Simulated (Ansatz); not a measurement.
# C₃H₅BO: a ladder of functionals and wavefunction methods

An exercise on one series of results from a longer session: the logs are not shown, and one member is left open.

Program: Ansatz 0.2.0, Gaussian basis. Level of theory: functionals in def2-TZVPP, the program's frozen cores in correlated methods. These are calculated values, not measurements.

Levels to be run: LDA (SPW92), PBE-D4, revPBE-D4, BLYP-D4, r2SCAN-D4, B97M-V, PBE0-D4, B3LYP-D4, r2SCANh-D4, r2SCAN0-D4, HSE06-D4, BHLYP-D4, CAM-B3LYP-D4, LC-ωPBE, ωB97X-V, ωB97M-V, B2PLYP, PBE-QIDH; CCSD(T)/def2-SVP; CCSD(T)/def2-TZVPP; MP2/def2-QZVPP; extrapolation to the limit; RPA on PBE.

### The relaxed structure

All runs share one geometry, relaxed beforehand with PBE0-D4 in a triple-zeta def2 set.

SMILES `O=C1CBC1`, 10 atoms, charge 0, spin multiplicity 1.

Atoms are counted from 1 here; the program's logs count them from 0.

Bond lengths: O1–C2 1.196 Å, C2–C3 1.527 Å, C2–C5 1.527 Å, C3–B4 1.580 Å, C3–H6 1.089 Å, C3–H7 1.100 Å, B4–C5 1.580 Å, B4–H8 1.190 Å, C5–H9 1.089 Å, C5–H10 1.100 Å. Angles: O1–C2–C3 131.6°, O1–C2–C5 131.6°, C3–C2–C5 95.3°, C2–C3–B4 83.8°, C2–C3–H6 119.0°, C2–C3–H7 109.4°, B4–C3–H6 126.5°, B4–C3–H7 107.0°, H6–C3–H7 108.5°, C3–B4–C5 91.1°, C3–B4–H8 134.4°, C5–B4–H8 134.4°, C2–C5–B4 83.8°, C2–C5–H9 119.0°, C2–C5–H10 109.5°, B4–C5–H9 126.5°, B4–C5–H10 107.0°, H9–C5–H10 108.5°.

The first run:

in.yaml

```yaml
crystal:
  periodic: [false, false, false]
  atoms:
    - {symbol: O, position_ang: [-0.193244, 0.326466, -2.162539]}
    - {symbol: C, position_ang: [0.009348, 0.244230, -0.986409]}
    - {symbol: C, position_ang: [0.868871, -0.718512, -0.170917]}
    - {symbol: B, position_ang: [-0.239511, -0.501817, 0.934282]}
    - {symbol: C, position_ang: [-0.744926, 0.810748, 0.213993]}
    - {symbol: H, position_ang: [1.164729, -1.668195, -0.614660]}
    - {symbol: H, position_ang: [1.774018, -0.197429, 0.175389]}
    - {symbol: H, position_ang: [-0.598290, -1.119952, 1.885833]}
    - {symbol: H, position_ang: [-1.781005, 1.122089, 0.087575]}
    - {symbol: H, position_ang: [-0.176991, 1.651171, 0.640352]}
basis:
  gaussian: {orbitals: def2-TZVPP}
hamiltonian: {xc: lda}
output: {orbitals: {seedname: orbitals}}
```

On the command line:

```console
$ ansatz run in.yaml --threads 2 --pin off --events-out ev --progress --plain --max-ram 4352MiB
```

Among the steps run: LDA; PBE-D4 (GGA); revPBE-D4 (GGA); BLYP-D4 (GGA); r2SCAN-D4 (meta-GGA); B97M-V (meta-GGA); PBE0-D4 (hybrid); B3LYP-D4 (hybrid); r2SCANh-D4 (hybrid); r2SCAN0-D4 (hybrid); HSE06-D4 (hybrid); BHLYP-D4 (hybrid); CAM-B3LYP-D4 (range-separated); LC-ωPBE (range-separated); ωB97X-V (range-separated); ωB97M-V (range-separated); B2PLYP (double hybrid); PBE-QIDH (double hybrid).

One of the session's tables, all rows but one given; the rest of the session is left out.

It belongs to the step «Orbital energies across the functionals». 

```
  functional  HOMO (eV)  LUMO (eV)  gap (eV)
 LDA (SPW92)      -5.78      -3.03      2.75
      PBE-D4      -5.61      -2.78      2.83
   revPBE-D4      -5.55      -2.67      2.87
     BLYP-D4      -5.51      -2.64      2.87
   r2SCAN-D4      -5.88      -2.42      3.46
      B97M-V      -6.03      -2.45      3.58
     PBE0-D4          ?          ?         ?
    B3LYP-D4      -6.87      -2.00      4.87
  r2SCANh-D4      -6.45      -2.07      4.38
  r2SCAN0-D4      -7.31      -1.56      5.75
    HSE06-D4      -6.71      -2.15      4.56
    BHLYP-D4      -8.55      -0.70      7.85
CAM-B3LYP-D4      -8.53      -0.64      7.90
     LC-ωPBE      -9.84       0.59     10.42
     ωB97X-V      -9.51       0.48      9.99
     ωB97M-V      -9.46       0.25      9.70
```

Estimate the missing values for PBE0-D4.

The run gave: HOMO (eV): -7.11; LUMO (eV): -1.77; gap (eV): 5.35. In the column «HOMO (eV)» it lies between r2SCAN0-D4 (-7.31) and B3LYP-D4 (-6.87).
